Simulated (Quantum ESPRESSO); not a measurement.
Set up this calculation in Quantum ESPRESSO 7.5, as the native input.

- Task: phonons and Raman activities
- Functional: PBEsol
- Potentials or basis: PseudoDojo 0.4.1 SR PBEsol standard
- Cutoff: 1143 eV
- Density cutoff: 4572 eV
- k mesh: 4 × 4 × 4, shifted
- Occupations: fermi-dirac, width 0.05 eV
- Spin: no spin polarisation
- Mixing beta: 0.5
- Most SCF iterations: 120
- SCF threshold: 4e-10 Ry

SiO:

```
Si O
1.0
     0.00000    2.43364    2.43364
     2.43364    0.00000    2.43364
     2.43364    2.43364    0.00000
Si O
1 1
Direct
  0.75000 0.75000 0.75000
  0.00000 0.00000 0.00000
```

The cell was built by a generator and needn't be a form met in nature.

The input as run:

pw.in

```
&CONTROL
  calculation = 'scf'
  prefix = 'pwscf'
  outdir = './tmp'
  pseudo_dir = './pseudo'
  tprnfor = .true.
  tstress = .true.
  disk_io = 'low'
/
&SYSTEM
  ibrav = 0
  nat = 2
  ntyp = 2
  ecutwfc = 84
  nbnd = 10
  occupations = 'smearing'
  smearing = 'fd'
  degauss = 0.00367493
/
&ELECTRONS
  conv_thr = 4d-10
  electron_maxstep = 120
  mixing_beta = 0.5
/
ATOMIC_SPECIES
Si    28.0850 Si.upf
O     15.9990 O.upf
CELL_PARAMETERS angstrom
   0.0000000000    2.4336400000    2.4336400000
   2.4336400000    0.0000000000    2.4336400000
   2.4336400000    2.4336400000    0.0000000000
ATOMIC_POSITIONS crystal
Si     0.7500000000    0.7500000000    0.7500000000
O      0.0000000000    0.0000000000    0.0000000000
K_POINTS automatic
4 4 4 1 1 1
```

relax.in

```
&CONTROL
  calculation = 'vc-relax'
  prefix = 'pwscf'
  outdir = './tmp'
  pseudo_dir = './pseudo'
  tprnfor = .true.
  tstress = .true.
  disk_io = 'low'
  nstep = 40
  forc_conv_thr = 0.0001
  etot_conv_thr = 1d-06
/
&SYSTEM
  ibrav = 0
  nat = 2
  ntyp = 2
  ecutwfc = 84
  nbnd = 10
  occupations = 'smearing'
  smearing = 'fd'
  degauss = 0.00367493
/
&ELECTRONS
  conv_thr = 4d-10
  electron_maxstep = 120
  mixing_beta = 0.5
/
&IONS
  ion_dynamics = 'bfgs'
/
&CELL
  cell_dynamics = 'bfgs'
  press = 0
  press_conv_thr = 0.2
/
ATOMIC_SPECIES
Si    28.0850 Si.upf
O     15.9990 O.upf
CELL_PARAMETERS angstrom
   0.0000000000    2.4336400000    2.4336400000
   2.4336400000    0.0000000000    2.4336400000
   2.4336400000    2.4336400000    0.0000000000
ATOMIC_POSITIONS crystal
Si     0.7500000000    0.7500000000    0.7500000000
O      0.0000000000    0.0000000000    0.0000000000
K_POINTS automatic
4 4 4 1 1 1
```

gamma.in

```
&CONTROL
  calculation = 'bands'
  prefix = 'pwscf'
  outdir = './tmp'
  pseudo_dir = './pseudo'
  disk_io = 'low'
  verbosity = 'high'
/
&SYSTEM
  ibrav = 0
  nat = 2
  ntyp = 2
  ecutwfc = 84
  nbnd = 10
  occupations = 'smearing'
  smearing = 'fd'
  degauss = 0.00367493
/
&ELECTRONS
  conv_thr = 1d-08
  electron_maxstep = 120
  mixing_beta = 0.5
  diago_full_acc = .true.
  startingwfc = 'random'
/
ATOMIC_SPECIES
Si    28.0850 Si.upf
O     15.9990 O.upf
CELL_PARAMETERS angstrom
   0.0000000000    2.3659364460    2.3659364460
   2.3659364460    0.0000000000    2.3659364460
   2.3659364460    2.3659364460    0.0000000000
ATOMIC_POSITIONS crystal
Si     0.7500000000    0.7500000000    0.7500000000
O      0.0000000000    0.0000000000    0.0000000000
K_POINTS crystal
1
0.0 0.0 0.0 1
```

scf2.in

```
&CONTROL
  calculation = 'scf'
  prefix = 'pwscf'
  outdir = './tmp'
  pseudo_dir = './pseudo'
  tprnfor = .true.
  tstress = .true.
  disk_io = 'low'
/
&SYSTEM
  ibrav = 0
  nat = 2
  ntyp = 2
  ecutwfc = 84
  nbnd = 10
  occupations = 'fixed'
/
&ELECTRONS
  conv_thr = 1d-13
  electron_maxstep = 120
  mixing_beta = 0.5
  startingpot = 'file'
/
ATOMIC_SPECIES
Si    28.0850 Si.upf
O     15.9990 O.upf
CELL_PARAMETERS angstrom
   0.0000000000    2.3659364460    2.3659364460
   2.3659364460    0.0000000000    2.3659364460
   2.3659364460    2.3659364460    0.0000000000
ATOMIC_POSITIONS crystal
Si     0.7500000000    0.7500000000    0.7500000000
O      0.0000000000    0.0000000000    0.0000000000
K_POINTS automatic
4 4 4 1 1 1
```

ph.in

```
raman of SiO
&INPUTPH
  prefix = 'pwscf'
  outdir = './tmp'
  tr2_ph = 1d-18
  fildyn = 'dyn'
  niter_ph = 90
  alpha_mix(1) = 0.7
  epsil = .true.
/
0.0000000000 0.0000000000 0.0000000000
```

dynmat.in

```
&INPUT
  fildyn = 'dyn'
  asr = 'crystal'
  lperm = .true.
  filout = 'dynmat.disp'
  fileig = 'dynmat.eig'
/
```

dynmat_lo.in

```
&INPUT
  fildyn = 'dyn'
  asr = 'crystal'
  filout = 'dynmat_lo.disp'
  fileig = 'dynmat_lo.eig'
  q(1) = 0
  q(2) = 0
  q(3) = 1
/
```

scf_1x+.in

```
&CONTROL
  calculation = 'scf'
  prefix = 'pwscf'
  outdir = './tmp'
  pseudo_dir = './pseudo'
  tprnfor = .true.
  disk_io = 'low'
/
&SYSTEM
  ibrav = 0
  nat = 2
  ntyp = 2
  ecutwfc = 84
  nbnd = 10
  occupations = 'fixed'
/
&ELECTRONS
  conv_thr = 1d-12
  electron_maxstep = 120
  mixing_beta = 0.5
/
ATOMIC_SPECIES
Si    28.0850 Si.upf
O     15.9990 O.upf
CELL_PARAMETERS angstrom
   0.0000000000    2.3659364460    2.3659364460
   2.3659364460    0.0000000000    2.3659364460
   2.3659364460    2.3659364460    0.0000000000
ATOMIC_POSITIONS crystal
Si     0.7468300078    0.7531699922    0.7531699922
O      0.0000000000    0.0000000000    0.0000000000
K_POINTS automatic
4 4 4 1 1 1
```

eps_1x+.in

```
dielectric tensor, atom 1 moved
&INPUTPH
  prefix = 'pwscf'
  outdir = './tmp'
  tr2_ph = 1d-16
  epsil = .true.
  trans = .false.
  zeu = .false.
/
0.0 0.0 0.0
```

scf_1x-.in

```
&CONTROL
  calculation = 'scf'
  prefix = 'pwscf'
  outdir = './tmp'
  pseudo_dir = './pseudo'
  tprnfor = .true.
  disk_io = 'low'
/
&SYSTEM
  ibrav = 0
  nat = 2
  ntyp = 2
  ecutwfc = 84
  nbnd = 10
  occupations = 'fixed'
/
&ELECTRONS
  conv_thr = 1d-12
  electron_maxstep = 120
  mixing_beta = 0.5
/
ATOMIC_SPECIES
Si    28.0850 Si.upf
O     15.9990 O.upf
CELL_PARAMETERS angstrom
   0.0000000000    2.3659364460    2.3659364460
   2.3659364460    0.0000000000    2.3659364460
   2.3659364460    2.3659364460    0.0000000000
ATOMIC_POSITIONS crystal
Si     0.7531699922    0.7468300078    0.7468300078
O      0.0000000000    0.0000000000    0.0000000000
K_POINTS automatic
4 4 4 1 1 1
```

eps_1x-.in

```
dielectric tensor, atom 1 moved
&INPUTPH
  prefix = 'pwscf'
  outdir = './tmp'
  tr2_ph = 1d-16
  epsil = .true.
  trans = .false.
  zeu = .false.
/
0.0 0.0 0.0
```

Potentials or basis: PseudoDojo 0.4.1 SR PBEsol standard.

Launch:

```sh
$ OMP_NUM_THREADS=1 pw.x -in pw.in > pw.out
$ OMP_NUM_THREADS=1 pw.x -in relax.in > relax.out
$ OMP_NUM_THREADS=1 pw.x -in gamma.in > gamma.out
$ OMP_NUM_THREADS=1 pw.x -in scf2.in > scf2.out
$ OMP_NUM_THREADS=1 ph.x -in ph.in > ph.out
$ OMP_NUM_THREADS=1 dynmat.x -in dynmat.in > dynmat.out
$ OMP_NUM_THREADS=1 dynmat.x -in dynmat_lo.in > dynmat_lo.out
$ OMP_NUM_THREADS=1 pw.x -in scf_1x+.in > scf_1x+.out
$ OMP_NUM_THREADS=1 ph.x -in eps_1x+.in > eps_1x+.out
$ OMP_NUM_THREADS=1 pw.x -in scf_1x-.in > scf_1x-.out
$ OMP_NUM_THREADS=1 ph.x -in eps_1x-.in > eps_1x-.out
$ OMP_NUM_THREADS=1 pw.x -in scf_1y+.in > scf_1y+.out
$ OMP_NUM_THREADS=1 ph.x -in eps_1y+.in > eps_1y+.out
$ OMP_NUM_THREADS=1 pw.x -in scf_1y-.in > scf_1y-.out
$ OMP_NUM_THREADS=1 ph.x -in eps_1y-.in > eps_1y-.out
$ OMP_NUM_THREADS=1 pw.x -in scf_1z+.in > scf_1z+.out
$ OMP_NUM_THREADS=1 ph.x -in eps_1z+.in > eps_1z+.out
$ OMP_NUM_THREADS=1 pw.x -in scf_1z-.in > scf_1z-.out
$ OMP_NUM_THREADS=1 ph.x -in eps_1z-.in > eps_1z-.out
```

It gave:

| Quantity | Value |
| --- | --- |
| Relaxed volume | 13.24 Å³/atom |
| Relaxed cell | a = 3.346 Å, b = 3.346 Å, c = 3.346 Å, α = 60.00°, β = 60.00°, γ = 60.00° |
| Space group after relaxing (to 0.05 Å) | F-43m (No. 216) |
| Pressure after relaxing | -0.1 GPa |
| Electronic dielectric tensor (diagonal) | 47.22 |
| Born charges (mean of the diagonal) | Si +3.75; O -3.64 e |
| Highest phonon frequency at Γ, LO-TO splitting left out | -28 cm⁻¹ |
| Most unstable mode | 222i cm⁻¹ |

Caveat: the k mesh is coarse (spacing up to 0.56 Å⁻¹), so the values aren't converged; the mesh is thin for the dielectric tensor, Born charges and intensities, which usually come out too large; some modes are imaginary; before the sum rule the acoustic modes lie tens of cm⁻¹ from zero, a sign that the density grid also shifts the optical modes; the Born charges break their sum rule by 0.11 e, a sign of too thin a mesh.

Wall time 34 min on 1 thread of Intel(R) Xeon(R) Processor @ 2.50GHz (Skylake/Cascade Lake) (shared host), peak memory 0.07 GiB.
